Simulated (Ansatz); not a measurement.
# C2H6GeTe: a ladder of functionals and wavefunction methods

One table from this session's results is given with a row withheld; the runs are named, their logs left out.

Program: Ansatz 0.2.0, Gaussian basis. Level of theory: functionals in def2-TZVPP, the program's frozen cores in correlated methods. These are calculated values, not measurements.

Plan: PBE-D4, r2SCAN-D4, PBE0-D4, B3LYP-D4, ωB97X-V, ωB97M-V, B2PLYP; CCSD(T)/def2-TZVPP; MP2/def2-QZVPP; extrapolation to the limit.

## The relaxed structure

All runs share one geometry, relaxed beforehand with PBE0-D4 in a triple-zeta def2 set. Te takes the def2 core potential; no spin-orbit term is included.

SMILES `[CH2]1C[Te][GeH2]1`, 10 atoms, charge 0, spin multiplicity 1.

Atoms are counted from 1 here; the program's logs count them from 0.

Bond lengths: C1–C2 1.532 Å, C1–Ge4 1.973 Å, C1–H5 1.092 Å, C1–H6 1.092 Å, C2–Te3 2.191 Å, C2–H7 1.089 Å, C2–H8 1.090 Å, Te3–Ge4 2.561 Å, Ge4–H9 1.541 Å, Ge4–H10 1.539 Å. Angles: C2–C1–Ge4 100.7°, C2–C1–H5 110.5°, C2–C1–H6 113.5°, Ge4–C1–H5 106.9°, Ge4–C1–H6 116.7°, H5–C1–H6 108.2°, C1–C2–Te3 103.4°, C1–C2–H7 112.2°, C1–C2–H8 114.4°, Te3–C2–H7 106.8°, Te3–C2–H8 110.6°, H7–C2–H8 109.1°, C2–Te3–Ge4 69.1°, C1–Ge4–Te3 80.1°, C1–Ge4–H9 115.4°, C1–Ge4–H10 117.3°, Te3–Ge4–H9 114.5°, Te3–Ge4–H10 117.9° and more.

The first run:

The input, in.yaml:

```yaml
crystal:
  periodic: [false, false, false]
  atoms:
    - {symbol: C, position_ang: [-0.520678, -0.179945, 0.617036]}
    - {symbol: C, position_ang: [-0.158548, -1.230244, -0.437575]}
    - {symbol: Te, position_ang: [0.493709, -0.028524, -2.149577]}
    - {symbol: Ge, position_ang: [0.581778, 1.340596, 0.012852]}
    - {symbol: H, position_ang: [-1.564199, 0.124053, 0.512475]}
    - {symbol: H, position_ang: [-0.365806, -0.522395, 1.642717]}
    - {symbol: H, position_ang: [0.692769, -1.838066, -0.136396]}
    - {symbol: H, position_ang: [-0.981938, -1.885164, -0.720667]}
    - {symbol: H, position_ang: [1.981339, 1.436333, 0.650697]}
    - {symbol: H, position_ang: [-0.075425, 2.732058, 0.011338]}
basis:
  gaussian: {orbitals: def2-TZVPP}
hamiltonian: {xc: pbe, dispersion: d4}
output: {forces: true, orbitals: {seedname: orbitals}}
```

On the command line:

```console
$ ansatz run in.yaml --threads 4 --pin off --events-out ev --progress --plain --max-ram 10444MiB
```

Among the steps run: PBE-D4 (GGA); r2SCAN-D4 (meta-GGA); PBE0-D4 (hybrid); B3LYP-D4 (hybrid); ωB97X-V (range-separated); ωB97M-V (range-separated); B2PLYP (double hybrid); CCSD(T) in def2-TZVPP; MP2 in def2-QZVPP.

One of the session's tables, all rows but one given; the rest of the session is left out.

```
            method  atomisation energy (kJ/mol)
            PBE-D4                       3390.4
         r2SCAN-D4                       3342.3
           PBE0-D4                       3349.5
          B3LYP-D4                       3321.6
           ωB97X-V                       3348.6
           ωB97M-V                       3319.2
            B2PLYP                       3288.3
     HF/def2-TZVPP                       2396.7
    MP2/def2-TZVPP                       3301.4
   CCSD/def2-TZVPP                       3216.7
CCSD(T)/def2-TZVPP                            ?
           MP2/CBS                       3389.9
       CCSD(T)/CBS                       3361.9
```

**Question.** Estimate the row for CCSD(T)/def2-TZVPP.

**Answer.** atomisation energy (kJ/mol): 3273.4. In the column «atomisation energy (kJ/mol)» it lies between CCSD/def2-TZVPP (3216.7) and B2PLYP (3288.3).
